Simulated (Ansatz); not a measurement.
**H₃NOSSi (SMILES N[Si](O)=S): one structure at several levels**

A test off equilibrium: a structure displaced at random from a GFN2-xTB minimum is computed at several levels, and each is set against CCSD(T).

Program: Ansatz 0.2.0, Gaussian basis. Level of theory: single points in def2-TZVPP. These are calculated values, not measurements.

Cores are frozen in the correlated methods. B3LYP uses VWN-RPA correlation.

## (1) Starting geometry

SMILES `N[Si](O)=S`, 7 atoms, charge 0, spin multiplicity 1.

Atoms are counted from 1 here; the program's logs count them from 0.

Bond lengths: N1–Si2 1.544 Å, N1–H5 1.243 Å, N1–H6 1.045 Å, Si2–O3 1.648 Å, Si2–S4 1.922 Å, O3–H7 0.999 Å. Angles: Si2–N1–H5 112.3°, Si2–N1–H6 126.1°, H5–N1–H6 120.9°, N1–Si2–O3 101.3°, N1–Si2–S4 136.3°, O3–Si2–S4 120.8°, Si2–O3–H7 130.9°.

As a file:

```tsv
atom	x (Å)	y (Å)	z (Å)
N1	-0.6141	0.9167	-0.0869
Si2	0.0539	-0.4421	-0.3870
O3	0.9623	-0.6625	0.9701
S4	-0.2218	-1.8813	-1.6301
H5	-1.3112	1.3190	-1.0346
H6	-0.4070	1.5378	0.7281
H7	1.6841	-1.3226	1.1740
```

## (2) CCSD(T)/def2-TZVPP

Input file run/in.yaml:

```yaml
crystal:
  periodic: [false, false, false]
  atoms:
    - {symbol: N, position_ang: [-0.614100, 0.916700, -0.086900]}
    - {symbol: Si, position_ang: [0.053900, -0.442100, -0.387000]}
    - {symbol: O, position_ang: [0.962300, -0.662500, 0.970100]}
    - {symbol: S, position_ang: [-0.221800, -1.881300, -1.630100]}
    - {symbol: H, position_ang: [-1.311200, 1.319000, -1.034600]}
    - {symbol: H, position_ang: [-0.407000, 1.537800, 0.728100]}
    - {symbol: H, position_ang: [1.684100, -1.322600, 1.174000]}
basis:
  gaussian: {orbitals: def2-TZVPP}
correlation: {method: ccsd_t}
output: {forces: true}
```

The command line of these runs was not kept.

## (3) PBE0-D4/def2-TZVPP

run/in.yaml, as its differences from that of step 2:

```diff
@@ -12,3 +12,3 @@
   gaussian: {orbitals: def2-TZVPP}
-correlation: {method: ccsd_t}
-output: {forces: true}
+hamiltonian: {xc: pbe0, dispersion: d4}
+output: {forces: true, orbitals: {seedname: orbitals}}
```

## (4) wB97M-V/def2-TZVPP

run/in.yaml, as its differences from that of step 3:

```diff
@@ -12,3 +12,3 @@
   gaussian: {orbitals: def2-TZVPP}
-hamiltonian: {xc: pbe0, dispersion: d4}
-output: {forces: true, orbitals: {seedname: orbitals}}
+hamiltonian: {xc: {name: wB97M-V}}
+output: {forces: true}
```

## (5) r2SCAN-D4/def2-TZVPP

run/in.yaml, as its differences from that of step 4:

```diff
@@ -12,3 +12,3 @@
   gaussian: {orbitals: def2-TZVPP}
-hamiltonian: {xc: {name: wB97M-V}}
+hamiltonian: {xc: r2scan, dispersion: d4}
 output: {forces: true}
```

## (6) PBE-D4/def2-TZVPP

run/in.yaml, as its differences from that of step 5:

```diff
@@ -12,3 +12,3 @@
   gaussian: {orbitals: def2-TZVPP}
-hamiltonian: {xc: r2scan, dispersion: d4}
+hamiltonian: {xc: pbe, dispersion: d4}
 output: {forces: true}
```

## (7) B3LYP-D4/def2-TZVPP

run/in.yaml, as its differences from that of step 6:

```diff
@@ -12,3 +12,3 @@
   gaussian: {orbitals: def2-TZVPP}
-hamiltonian: {xc: pbe, dispersion: d4}
+hamiltonian: {xc: {name: B3LYP}, dispersion: d4}
 output: {forces: true}
```

## (8) r2SCANh-D4/def2-TZVPP

run/in.yaml, as its differences from that of step 7:

```diff
@@ -12,3 +12,3 @@
   gaussian: {orbitals: def2-TZVPP}
-hamiltonian: {xc: {name: B3LYP}, dispersion: d4}
+hamiltonian: {xc: {name: r2SCANh}, dispersion: d4}
 output: {forces: true}
```

(Steps that only read results are left out.)

**Question.** What will these runs give? Wanted: energy less free atoms, CCSD(T)/def2-TZVPP; RMS force component; RMS force error; HOMO and LUMO, PBE0-D4; T1 diagnostic.

**Answer**, as computed:

```
                                  quantity                                                                                               value
energy less free atoms, CCSD(T)/def2-TZVPP                                                                                          -24.287 eV
                       RMS force component                                                                2.784 to 2.887 eV/Å over the methods
                           RMS force error  PBE0-D4 0.113, wB97M-V 0.108, r2SCAN-D4 0.093, PBE-D4 0.194, B3LYP-D4 0.095, r2SCANh-D4 0.124 eV/Å
                    HOMO and LUMO, PBE0-D4                                                                                  -6.79 and -0.74 eV
                             T1 diagnostic                                                                                               0.013
```

In words: Against CCSD(T) the functionals' energies less atoms differ by -1.656 to -0.780 eV, PBE-D4 by -1.656 eV. CCSD(T) in triple zeta still lacks some correlation energy of the bonds, so part of these gaps is its own basis error and they don't rank the functionals. The forces of r2SCAN-D4 come nearest to CCSD(T), those of PBE-D4 are farthest. Frozen-core CCSD(T) forces in triple zeta carry basis errors of their own, and this is one geometry, so small gaps rank nothing.
